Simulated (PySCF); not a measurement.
**SiI−: bond curves at several levels of theory**

The task here is to estimate one member of a computed series from the others.

Program: PySCF 2.14.0. Level of theory: Si def2-TZVPPD, I def2-TZVPPD with ECP28, scalar-relativistic core potentials. These are calculated values, not measurements.

Set-up of the first run:

The job is set up so:

```
atoms                         : Si, I
charge                        : -1
basis                         : Si def2-TZVPPD, I def2-TZVPPD with ECP28
Hamiltonian                   : scalar-relativistic core potentials
basis functions               : 107
electrons treated             : 40
masses in u                   : 27.9769, 126.9045
levels                        : PBE0, PBE, r²SCAN, M06-L, MN15, r²SCANh, PBEsol, BLYP, LC-ωPBE, HF, MP2, SCS-MP2, CCSD, CCSD(T)
grid                          : 80 radial by 434 angular points
occupations                   : held fixed by the projection of orbital angular momentum
dissociation limit            : Si + I−, each in its ground configuration
starting distance in angstrom : 2.525
values of 2S to try           : 0, 2
```

Started as:

```console
OMP_NUM_THREADS=2 python dia.py task.json out
```

Among the steps run: Set-up; The PBE0 curve of the state that the search chose; Higher solutions at PBE0; PBE (GGA); r²SCAN; M06-L; MN15; r²SCANh (hybrid meta-GGA); PBEsol; BLYP (GGA); LC-ωPBE; UHF (mean field); Correlated methods on the Hartree–Fock reference.

One table of the session follows, with a row left open; its other results are not shown here.

It belongs to the step «The curves together». Energy (eV) from each level's lowest point:

```
R (Å)    UHF  UHF-MP2  UHF-SCS-MP2  UHF-CCSD  UHF-CCSD(T)
2.283  0.818    0.593        0.642       n/a          n/a
2.389  0.415    0.257        0.291     0.294        0.288
2.496  0.178    0.080        0.099     0.100        0.097
2.575  0.077    0.018        0.028     0.028        0.026
2.655      ?        ?            ?         ?            ?
2.735  0.000    0.014        0.005     0.005        0.007
2.841  0.008    0.067        0.046     0.047        0.052
2.974  0.055    0.167        0.132     0.134        0.145
3.133  0.138    0.312        0.263     0.265        0.283
3.345  0.263    0.513        0.446       n/a          n/a
```

**Question.** Estimate the row for R (Å) = 2.655.

Worked estimate for «UHF». A straight line through the neighbours (2.575, 0.077) and (2.735, 0.000) gives 0.077 + (0.000 − 0.077) × (2.655 − 2.575) / (2.735 − 2.575) = 0.039; a parabola fitted to 4 rows on both sides gives 0.022.

**Answer.** UHF: 0.021; UHF-MP2: 0.000; UHF-SCS-MP2: 0.000; UHF-CCSD: 0.000; UHF-CCSD(T): 0.000. In «UHF» the line misses by +0.018 and the parabola by +0.001.
